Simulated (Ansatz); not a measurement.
**Si2TeH5 radical: one species, many methods**

One table from this session's results is given with a row withheld; the runs are named, their logs left out.

Method: functionals in def2-TZVPP, the program's frozen cores in correlated methods; program: Ansatz 0.2.0, Gaussian basis.

Levels to be run: LDA (SPW92), PBE-D4, revPBE-D4, BLYP-D4, r2SCAN-D4, B97M-V, PBE0-D4, B3LYP-D4, r2SCANh-D4, r2SCAN0-D4, HSE06-D4, BHLYP-D4, CAM-B3LYP-D4, LC-ωPBE, ωB97X-V, ωB97M-V, B2PLYP, PBE-QIDH; CCSD(T)/def2-SVP; CCSD(T)/def2-TZVPP; MP2/def2-QZVPP; extrapolation to the limit; RPA on PBE.

**Structure used throughout**

The geometry comes from an earlier relaxation with PBE0-D4 in a triple-zeta def2 set; it is a stationary point, not always the lowest conformer. Te takes the def2 core potential; no spin-orbit term is included.

SMILES `[SiH2][Te][SiH3]`, 8 atoms, charge 0, spin multiplicity 2.

Atoms are counted from 1 here; the program's logs count them from 0.

Bond lengths: Si1–Te2 2.478 Å, Si1–H4 1.493 Å, Si1–H5 1.491 Å, Te2–Si3 2.497 Å, Si3–H6 1.484 Å, Si3–H7 1.484 Å, Si3–H8 1.484 Å. Angles: Te2–Si1–H4 110.5°, Te2–Si1–H5 107.1°, H4–Si1–H5 109.6°, Si1–Te2–Si3 91.6°, Te2–Si3–H6 110.7°, Te2–Si3–H7 106.5°, Te2–Si3–H8 110.1°, H6–Si3–H7 109.9°, H6–Si3–H8 109.5°, H7–Si3–H8 110.1°.

The first run:

Input file in.yaml:

```yaml
crystal:
  periodic: [false, false, false]
  atoms:
    - {symbol: Si, position_ang: [-1.173146, 1.441088, -0.774728]}
    - {symbol: Te, position_ang: [1.218647, 0.806469, -0.903590]}
    - {symbol: Si, position_ang: [0.917397, -0.948780, 0.847363]}
    - {symbol: H, position_ang: [-2.039196, 0.226112, -0.824024]}
    - {symbol: H, position_ang: [-1.461454, 2.307611, -1.952786]}
    - {symbol: H, position_ang: [0.548352, -0.335771, 2.147212]}
    - {symbol: H, position_ang: [2.220321, -1.647708, 0.970196]}
    - {symbol: H, position_ang: [-0.138720, -1.906123, 0.434657]}
basis:
  gaussian: {orbitals: def2-TZVPP}
magnetization: {spin_polarized: true, initial_magnetization: 1}
hamiltonian: {xc: lda}
output: {orbitals: {seedname: orbitals}}
```

On the command line:

```bash
$ ansatz run in.yaml --threads 4 --pin off --events-out ev --progress --plain --max-ram 10444MiB
```

Steps of the session up to this table: LDA; PBE-D4 (GGA); revPBE-D4 (GGA); BLYP-D4 (GGA); r2SCAN-D4 (meta-GGA); B97M-V (meta-GGA); B3LYP-D4 (hybrid); r2SCANh-D4 (hybrid); r2SCAN0-D4 (hybrid); HSE06-D4 (hybrid); BHLYP-D4 (hybrid); CAM-B3LYP-D4 (range-separated); LC-ωPBE (range-separated); ωB97X-V (range-separated); ωB97M-V (range-separated); B2PLYP (double hybrid); PBE-QIDH (double hybrid).

One of the session's tables, all rows but one given; the rest of the session is left out.

It belongs to the step «Frontier levels by functional». 

```
  functional  HOMO (eV)  LUMO (eV)  gap (eV)
 LDA (SPW92)      -4.83      -3.95      0.88
      PBE-D4      -4.84      -3.59      1.25
   revPBE-D4      -4.82      -3.47      1.35
     BLYP-D4      -4.62      -3.57      1.05
   r2SCAN-D4      -5.16      -3.20      1.95
      B97M-V      -5.00      -3.64      1.35
     PBE0-D4      -5.86      -2.77      3.09
    B3LYP-D4      -5.59      -3.11      2.49
  r2SCANh-D4      -5.52      -2.92      2.60
  r2SCAN0-D4      -6.08      -2.50      3.58
    HSE06-D4          ?          ?         ?
    BHLYP-D4      -6.68      -2.00      4.67
CAM-B3LYP-D4      -6.98      -1.89      5.09
     LC-ωPBE      -8.31      -0.59      7.72
     ωB97X-V      -7.89      -1.07      6.82
     ωB97M-V      -7.63      -1.23      6.40
```

**Question.** Estimate the row for HSE06-D4.

The run gave: HOMO (eV): -5.47; LUMO (eV): -3.15; gap (eV): 2.33. In the column «HOMO (eV)» it lies between r2SCANh-D4 (-5.52) and r2SCAN-D4 (-5.16).
